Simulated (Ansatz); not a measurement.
**CH5Cl2GaO: a ladder of functionals and wavefunction methods**

The task here is to estimate one member of a computed series from the others.

Computed with Ansatz 0.2.0, Gaussian basis. Level: functionals in def2-TZVPP, the program's frozen cores in correlated methods.

Plan: LDA (SPW92), PBE-D4, revPBE-D4, BLYP-D4, r2SCAN-D4, B97M-V, PBE0-D4, B3LYP-D4, r2SCANh-D4, r2SCAN0-D4, HSE06-D4, BHLYP-D4, CAM-B3LYP-D4, LC-ωPBE, ωB97X-V, ωB97M-V, B2PLYP, PBE-QIDH; CCSD(T)/def2-SVP; CCSD(T)/def2-TZVPP; MP2/def2-QZVPP; extrapolation to the limit; RPA on PBE.

**Structure used throughout**

The geometry comes from an earlier relaxation with PBE0-D4 in a triple-zeta def2 set; it is a stationary point, not always the lowest conformer.

SMILES `[CH3][Ga-]([OH2+])([Cl])[Cl]`, 10 atoms, charge 0, spin multiplicity 1.

Atoms are counted from 1 here; the program's logs count them from 0.

Bond lengths: C1–Ga2 1.946 Å, C1–H6 1.090 Å, C1–H7 1.090 Å, C1–H8 1.091 Å, Ga2–O3 2.119 Å, Ga2–Cl4 2.183 Å, Ga2–Cl5 2.183 Å, O3–H9 0.968 Å, O3–H10 0.968 Å. Angles: Ga2–C1–H6 110.2°, Ga2–C1–H7 110.2°, Ga2–C1–H8 109.7°, H6–C1–H7 109.4°, H6–C1–H8 108.6°, H7–C1–H8 108.6°, C1–Ga2–O3 108.3°, C1–Ga2–Cl4 121.1°, C1–Ga2–Cl5 121.1°, O3–Ga2–Cl4 92.0°, O3–Ga2–Cl5 92.0°, Cl4–Ga2–Cl5 112.3°, Ga2–O3–H9 104.1°, Ga2–O3–H10 104.1°, H9–O3–H10 106.7°.

Set-up of the first run:

in.yaml

```yaml
crystal:
  periodic: [false, false, false]
  atoms:
    - {symbol: C, position_ang: [-1.562158, -0.523423, 0.289430]}
    - {symbol: Ga, position_ang: [-0.002444, 0.261271, -0.570213]}
    - {symbol: O, position_ang: [1.653141, 0.048144, 0.735106]}
    - {symbol: Cl, position_ang: [1.037774, -0.776642, -2.184078]}
    - {symbol: Cl, position_ang: [0.258921, 2.425769, -0.672973]}
    - {symbol: H, position_ang: [-1.770260, -0.013362, 1.230550]}
    - {symbol: H, position_ang: [-1.393664, -1.583694, 0.480687]}
    - {symbol: H, position_ang: [-2.431783, -0.421011, -0.361545]}
    - {symbol: H, position_ang: [2.313446, -0.419722, 0.204687]}
    - {symbol: H, position_ang: [1.980126, 0.951370, 0.851346]}
basis:
  gaussian: {orbitals: def2-TZVPP}
hamiltonian: {xc: lda}
output: {orbitals: {seedname: orbitals}}
```

The run is started by

```bash
$ ansatz run in.yaml --threads 2 --pin off --events-out ev --progress --plain --max-ram 32768MiB --backend cpu
```

Steps of the session up to this table: LDA; PBE-D4 (GGA); revPBE-D4 (GGA); BLYP-D4 (GGA); r2SCAN-D4 (meta-GGA); B97M-V (meta-GGA); B3LYP-D4 (hybrid); r2SCANh-D4 (hybrid); r2SCAN0-D4 (hybrid); HSE06-D4 (hybrid); BHLYP-D4 (hybrid); CAM-B3LYP-D4 (range-separated); LC-ωPBE (range-separated); ωB97X-V (range-separated); ωB97M-V (range-separated); B2PLYP (double hybrid); PBE-QIDH (double hybrid).

One table of the session follows, with a row left open; its other results are not shown here.

It belongs to the step «Orbital energies across the functionals». 

```
  functional  HOMO (eV)  gap (eV)
 LDA (SPW92)      -7.19      5.78
      PBE-D4      -7.02      5.81
   revPBE-D4      -6.96      5.86
     BLYP-D4      -6.86      5.64
   r2SCAN-D4      -7.34      6.68
      B97M-V      -7.41      6.43
     PBE0-D4      -8.33      8.02
    B3LYP-D4      -8.07      7.40
  r2SCANh-D4      -7.82      7.45
  r2SCAN0-D4          ?         ?
    HSE06-D4      -7.93      7.25
    BHLYP-D4      -9.50      9.88
CAM-B3LYP-D4      -9.66     10.16
     LC-ωPBE     -11.05     12.92
     ωB97X-V     -10.68     12.31
     ωB97M-V     -10.52     11.78
```

Q: Estimate the row for r2SCAN0-D4 from the others.

Worked estimate for «HOMO (eV)». Against the share of exact exchange, r2SCAN-D4 (0, -7.34), r2SCANh-D4 (0.1, -7.82) give a slope of -4.80 per unit share; at 0.25 the line stands at -8.54.

**Answer.** HOMO (eV): -8.54; gap (eV): 8.59. In «HOMO (eV)» the line misses by 0.00.
